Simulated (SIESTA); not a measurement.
## GaSn under changes of volume

One of the cells (25.119 Å³/atom); the others are scaled copies at fixed shape and fractional positions:

```
Ga Sn
1.0
     0.00075    2.92997    2.92758
     2.92955    0.00073    2.92756
     2.92952    2.92991    0.00071
Ga Sn
1 1
Cartesian
  2.9299 2.9303 2.9279
  0.0000 0.0000 0.0000
```

The cell was built by a generator and needn't be a form met in nature.

| Quantity | Value |
| --- | --- |
| Program | SIESTA 5.4.2 |
| Functional | PBE |
| Potentials or basis | PseudoDojo 0.4 standard (PBE files) |
| Basis | DZP (energy shift 0.002 Ry; radii capped at 9.5 bohr) |
| Grid cutoff | 800 Ry |
| Energy shift | 0.002 Ry |
| k mesh | 6 × 6 × 6 |
| Occupations | fermi-dirac, width 0.05 eV |
| Spin | no spin polarisation |

```tsv
volume (Å³/atom)	energy over the lowest point (meV/atom)	pressure (GPa)
23.612	13.57	3.1
24.114	?	?
24.617	1.29	0.9
25.119	0.00	0.0
25.621	1.57	-0.9
26.124	5.70	-1.7
26.626	12.06	-2.3
```

What does the run at 24.114 Å³/atom give?

Energy over the lowest point 5.64 meV/atom; pressure 1.9 GPa.

Worked out: A Birch-Murnaghan fit of order 3 (a polynomial in V^(-2/3)) to the other rows has its minimum at 25.08 Å³/atom with B0 = V·E''(V) = 45 GPa and B' = 4.3 at fixed shape and positions, which overstates the stiffness. It gives 5.68 meV/atom at 24.114 Å³/atom, against the run's 5.64, and -dE/dV = 1.9 GPa, against 1.9.

Energies are extrapolated to zero smearing.

Caveats: semicore shells carry a single zeta, which can move pressures by several GPa and volumes by a few percent; the basis of atomic orbitals isn't converged, which shifts pressures, moduli and gaps.
